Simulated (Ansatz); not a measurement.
# WSe2: the cost of one run

Method: DFT PBEsol, all-electron LAPW, scalar-relativistic unless said, in Ansatz 0.2.0.

### 1 The structure to begin with

The structure is hexagonal, space group P6_3/mmc (No. 194). Conventional cell: a = 3.271 Å, b = 3.271 Å, c = 13.223 Å, α = 90.00°, β = 90.00°, γ = 120.00°. Around W (site symmetry -6m2) lie 6 Se at 2.52 Å. Se (site symmetry 3m) is surrounded by 3 W at 2.52 Å.

Coordinates:

```
CELL_PARAMETERS angstrom
3.27116 0.00000 0.00000
-1.63558 2.83291 0.00000
0.00000 0.00000 13.22283
ATOMIC_POSITIONS crystal
W 0.33333 0.66667 0.25000
W 0.66667 0.33333 0.75000
Se 0.33333 0.66667 0.62339
Se 0.66667 0.33333 0.12339
Se 0.33333 0.66667 0.87661
Se 0.66667 0.33333 0.37661
```

Cartesian axes are those of the input's lattice vectors. The structure goes back to a database entry.

### 2 Reference run, fine mesh, LAPW

The input, input.yaml:

```yaml
crystal:
  lattice:
    - [3.27115890222, 0.0, 0.0]
    - [-1.63557945111, 2.83290670914, 0.0]
    - [0.0, 0.0, 13.2228302131]
  atoms:
    - { symbol: W, position: [0.333333333333, 0.666666666667, 0.25] }
    - { symbol: W, position: [0.666666666667, 0.333333333333, 0.75] }
    - { symbol: Se, position: [0.333333333333, 0.666666666667, 0.623388756082] }
    - { symbol: Se, position: [0.666666666667, 0.333333333333, 0.123388756082] }
    - { symbol: Se, position: [0.333333333333, 0.666666666667, 0.876611243918] }
    - { symbol: Se, position: [0.666666666667, 0.333333333333, 0.376611243918] }
kpoints:
  mp_grid: { grid: [8, 8, 2] }
scf:
  occupations: { method: fixed }
hamiltonian:
  xc: pbesol
  pseudopotentials: { kind: all_electron, lapw: { basis_error: 0.001 } }
output:
  forces: true
  stress: true
  eigenvalues: true
  eigenstates:
    nscf_kmesh: { grid: [12, 12, 4] }
    de_dk: true
    e_range: [-9, 11.06809938322]
checkpoint:
  write: ck
  write_wavefunctions: false
```

Launch:

```bash
ansatz run input.yaml --threads 1 --pin off --max-ram 3072MiB --backend cpu --events-out ev --progress --plain --runs-dir out
```

What time and memory should one allow on 1 thread of Intel Xeon 6975P-C (Granite Rapids), shared host?

About 2.2 min, with a peak of 0.95 GiB.
